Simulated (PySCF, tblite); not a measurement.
# C₆H₁₂SeSi: geometry, infrared bands and NMR shifts

Wanted: the infrared bands and NMR shifts of C₆H₁₂SeSi (`C=C(C)[C@@H]1[SiH2][C@@H]1[Se]C`), by calculation.

Computed with tblite 0.8.0 and PySCF 2.14.0, with density-fitted response routines of our own, on a single molecule in the gas phase. Atoms are numbered from 0 throughout.

## Step 1: The starting structure

20 atoms, charge 0, multiplicity 1; geometry from: force field or distance geometry start.

Bonds of the start (Å): C0–C1 1.33, C1–C2 1.49, C1–C3 1.49, C3–Si4 1.85, Si4–C5 1.89, C5–Se6 1.94, Se6–C7 1.95, C5–C3 1.50, C0–H8 1.10, C0–H9 1.09, C2–H10 1.12, C2–H11 1.08, C2–H12 1.12, C3–H13 1.14, Si4–H14 1.48, Si4–H15 1.47, C5–H16 1.10, C7–H17 1.11, C7–H18 1.11, C7–H19 1.11.

## Step 2: Geometry optimisation with GFN2-xTB

What the job is given:

```
{"job": {"kind": "relax", "xc": "GFN2-xTB", "basis": "xTB"}, "charge": 0, "multiplicity": 1}
C     -2.257300     0.785900     0.646000
C     -1.670000    -0.167900    -0.063900
C     -1.965000    -0.190600    -1.526500
C     -0.747300    -1.165300     0.558400
Si     0.452800    -0.551500     1.832000
C      0.673600    -1.262000     0.099600
Se     1.379500     0.017900    -1.170300
C      3.203900     0.434600    -0.613800
H     -2.910300     1.451800     0.061100
H     -2.143000     0.920600     1.716800
H     -2.278800     0.838200    -1.834600
H     -1.151800    -0.600700    -2.114900
H     -2.889300    -0.817600    -1.620200
H     -1.200300    -2.183900     0.775300
H      0.699500     0.907700     1.936300
H      0.973400    -1.447500     2.872800
H      1.070500    -2.282000    -0.012100
H      3.742400     0.990300    -1.414900
H      3.756700    -0.522900    -0.488200
H      3.255700     0.971700     0.358100
```

The run is started by

```
$ OMP_NUM_THREADS=1 python probes_run.py task.json out
```

One launch serves the whole session: the jobs run in the order shown.

**Question.** This job is followed by: GFN2-xTB harmonic vibrations, gas phase; GIAO PBE0/pcSseg-1 NMR shielding, non-relativistic, gas phase. Predict these results of the whole session: strongest single infrared mode (GFN2-xTB); zero-point energy (GFN2-xTB); 13C shifts against TMS (PBE0/pcSseg-1); 1H shifts against TMS (PBE0/pcSseg-1, means over atoms taken as alike); 29Si shifts against TMS (PBE0/pcSseg-1); 77Se shifts against Me2Se (PBE0/pcSseg-1); surface potential, 1st and 99th percentile.

As calculated:

```
                                                              quantity                                               value
                             strongest single infrared mode (GFN2-xTB)                               2386 cm⁻¹, 262 km/mol
                                          zero-point energy (GFN2-xTB)                                       96.9 kcal/mol
                                13C shifts against TMS (PBE0/pcSseg-1)            151.8, 125.3, 32.6, 27.8, 26.7, 20.4 ppm
1H shifts against TMS (PBE0/pcSseg-1, means over atoms taken as alike)  5.24, 4.99, 2.89, 2.85, 2.64, 2.29, 2.02, 1.98 ppm
                               29Si shifts against TMS (PBE0/pcSseg-1)                                          -140.3 ppm
                             77Se shifts against Me2Se (PBE0/pcSseg-1)                                              90 ppm
                                 surface potential, 1st and 99th percentile                                  -1.19 V and 1.01 V
```

**Reading.** Relaxing lowered the energy by 0.548 eV in 107 steps; the close pair that moved most is C3–H13, from 1.136 to 1.089 Å. No mode is imaginary among the 54: a minimum at this level. The strongest single mode, at 2386 cm⁻¹, moves mainly H14. GFN2-xTB is a fitted tight-binding method: band positions and strengths are rough. Its intensities can rank the bands wrongly. The most deshielded carbon is C1 (fully substituted alkene carbon), at 151.8 ppm: as expected for a trigonal carbon in a double bond. At PBE0/pcSseg-1: Shielding is most anisotropic at Se6 (span 734 ppm, paramagnetic term -1332 ppm). Spin-orbit coupling is left out, which matters for shieldings and couplings at and beside the heavy atoms.
